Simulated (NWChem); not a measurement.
# One shape, several levels: AgI (SMILES [Ag][I])

Wanted: a comparison of 6 runs (HF/STO-3G, HF/3-21G, HF/def2-SVPD, HF/def2-TZVP, MP2/def2-SVP, MP2/def2-TZVPPD) of AgI. 

Program for the calculation: NWChem 7.3.0.

## 1. The system as given

AgI: 2 atoms, total charge 0, spin state singlet. SMILES: `[Ag][I]`. Geometry: the measured bond length.

Bond lengths: Ag1–I2 2.545 Å.

## 2. Energy and gradient at HF/STO-3G (run 1)

agi.nw reads:

```
start agi
memory 2200 mb

geometry noautosym nocenter noautoz
 Ag     0.000000     0.000000     0.000000
 I      0.000000     0.000000     2.544621
end

basis "ao basis" spherical bse
 * library STO-3G
end

scf
 thresh 1e-08
 maxiter 80
 noprint "final vectors analysis"
end

task scf gradient
```

Run with:

```
$ nwchem agi.nw > agi.out
```

The log of the run:

```text
[...]
  functions       =    54
[...]
  wavefunction    = RHF
[...]
         Total SCF energy = -11997.271313544208
      One-electron energy = -17606.214305859477
      Two-electron energy =   5090.916721503921
 Nuclear repulsion energy =    518.026270811350
        Time for solution =      8.6s
[...]
                         RHF ENERGY GRADIENTS
    atom               coordinates                        gradient
                 x          y          z           x          y          z
   1 Ag      0.000000   0.000000   0.000000   -0.000000  -0.000000  -0.029442
   2 I       0.000000   0.000000   4.808636    0.000000   0.000000   0.029442
[...]
```

It took 14 s on 1 thread of AMD EPYC 7B13 (Zen 3), shared host; peak memory 0.098 GiB.

## 3. Energy and gradient at HF/3-21G (run 2)

mymol.nw reads:

```
start mymol
title "AgI hf"
memory total 2200 mb
charge 0

geometry units angstrom noautosym nocenter noautoz
 Ag     0.000000     0.000000     0.000000
 I      0.000000     0.000000     2.544621
end

basis spherical bse
 * library 3-21G
end

scf
 thresh 1e-08
 maxiter 80
 print low
end

task scf gradient
```

Run with:

```
$ nwchem mymol.nw > mymol.out
```

The log of the run:

```text
[...]
  functions       =    67
[...]
  wavefunction    = RHF
[...]
         Total SCF energy = -12060.860655279183
      One-electron energy = -17673.251342222407
      Two-electron energy =   5094.364416131875
 Nuclear repulsion energy =    518.026270811350
        Time for solution =     10.4s
[...]
                         RHF ENERGY GRADIENTS
    atom               coordinates                        gradient
                 x          y          z           x          y          z
   1 Ag      0.000000   0.000000   0.000000    0.000000  -0.000000   0.039194
   2 I       0.000000   0.000000   4.808636   -0.000000   0.000000  -0.039194
 Task  times  cpu:       15.6s     wall:       15.6s
 Total times  cpu:       15.7s     wall:       15.7s
```

Wall time 17 s (1 thread of AMD EPYC 7B13 (Zen 3), shared host); peak memory 0.097 GiB.

Run 3 isn't shown in full; the table further down has it.

## 4. Energy and forces at HF/def2-TZVP (core potential) (run 4)

work.nw reads:

```
echo
start work
title "AgI hf"
memory total 2200 mb
charge 0
geometry units angstroms noautosym nocenter noautoz
  Ag     0.000000     0.000000     0.000000
  I      0.000000     0.000000     2.544621
end
basis spherical bse
  * library def2-TZVP
end
ecp bse
  Ag library def2-TZVP
  I library def2-TZVP
end
scf
  singlet
  rhf
  thresh 1e-08
  maxiter 80
end
task scf gradient
```

Run with:

```
$ nwchem work.nw > work.out
```

The log of the run:

```text
[...]
  functions       =    90
[...]
  wavefunction    = RHF
[...]
         Total SCF energy =   -442.838199462803
      One-electron energy =   -977.353347931299
      Two-electron energy =    435.734546848508
 Nuclear repulsion energy =     98.780601619988
        Time for solution =     24.2s
[...]
                         RHF ENERGY GRADIENTS
    atom               coordinates                        gradient
                 x          y          z           x          y          z
   1 Ag      0.000000   0.000000   0.000000    0.000000   0.000000   0.021711
   2 I       0.000000   0.000000   4.808636   -0.000000  -0.000000  -0.021711
[...]
```

Wall time 34 s (1 thread of AMD EPYC 7B13 (Zen 3), shared host); peak memory 0.11 GiB.

Run 5 isn't shown in full; the table further down has it.

## 5. Energy and gradient at MP2/def2-TZVPPD (core potential) (run 6)

agi.nw reads:

```
start agi
memory total 2200 mb

geometry units angstrom noautosym nocenter noautoz
Ag     0.000000     0.000000     0.000000
I      0.000000     0.000000     2.544621
end

basis spherical bse
* library def2-TZVPPD
end

ecp bse
Ag library def2-TZVPPD
I library def2-TZVPPD
end

scf
thresh 1e-08
maxiter 80
end

mp2
freeze core 4
tight
end

task mp2 gradient
```

Run with:

```
$ nwchem agi.nw > agi.out
```

The log of the run:

```text
[...]
  functions       =   115
[...]
  wavefunction    = RHF
[...]
         Total SCF energy =   -442.839190044654
      One-electron energy =   -977.325516593753
      Two-electron energy =    435.705724929110
 Nuclear repulsion energy =     98.780601619988
        Time for solution =     46.1s
[...]
          Total MP2 energy          -443.997599952098
[...]
                         mp2 ENERGY GRADIENTS
    atom               coordinates                        gradient
                 x          y          z           x          y          z
   1 Ag      0.000000   0.000000   0.000000   -0.000000   0.000000  -0.004410
   2 I       0.000000   0.000000   4.808636    0.000000  -0.000000   0.004410
[...]
```

Wall time 2.1 min (1 thread of AMD EPYC 7B13 (Zen 3), shared host); peak memory 0.69 GiB.

## 6. All runs side by side

```csv
run,level,core potential,module,energy (Eh),dipole moment (D),largest force (eV/Å),wall time
1,HF/STO-3G,–,scf,-11997.271314,4.60,1.514,14 s
2,HF/3-21G,–,scf,-12060.860655,–,2.015,17 s
3,HF/def2-SVPD (core potential),def2-SVPD,scf,-442.798409,6.82,1.283,20 s
4,HF/def2-TZVP (core potential),def2-TZVP,scf,-442.838199,6.74,1.116,34 s
5,MP2/def2-SVP (core potential),def2-SVP,mp2,-443.241997,5.40,0.310,26 s
6,MP2/def2-TZVPPD (core potential),def2-TZVPPD,mp2,-443.997600,5.38,0.227,2.1 min
```

## 7. What came out

| quantity | value |
| --- | --- |
| run 6: total energy | -443.99760 Eh |
| run 6: dipole moment (of the density that the program reports) | 5.38 D |
| run 6: HOMO energy (Hartree–Fock orbitals) | -8.93 eV |
| run 6: LUMO energy (Hartree–Fock orbitals) | -0.48 eV |
| run 6: HOMO–LUMO gap (Hartree–Fock orbitals) | 8.44 eV |
| run 6: correlation energy (4 core orbitals frozen) | -1158.4 mEh |
| run 6: largest force on an atom | 0.227 eV/Å |

**Reading.** Over runs 1, 3, 4, 5, 6 the dipole moment (its size) runs from 4.60 D (HF/STO-3G) to 6.82 D (HF/def2-SVPD). The two ends differ in basis and core potential. Some runs of one species differ in core potentials or relativity; totals across that change don't compare. In run 1 the basis is minimal, so the values are rough. In runs 1, 2 relativity is left out where basis or elements ask for it. All runs together took 4 min, the longest 2.1 min.
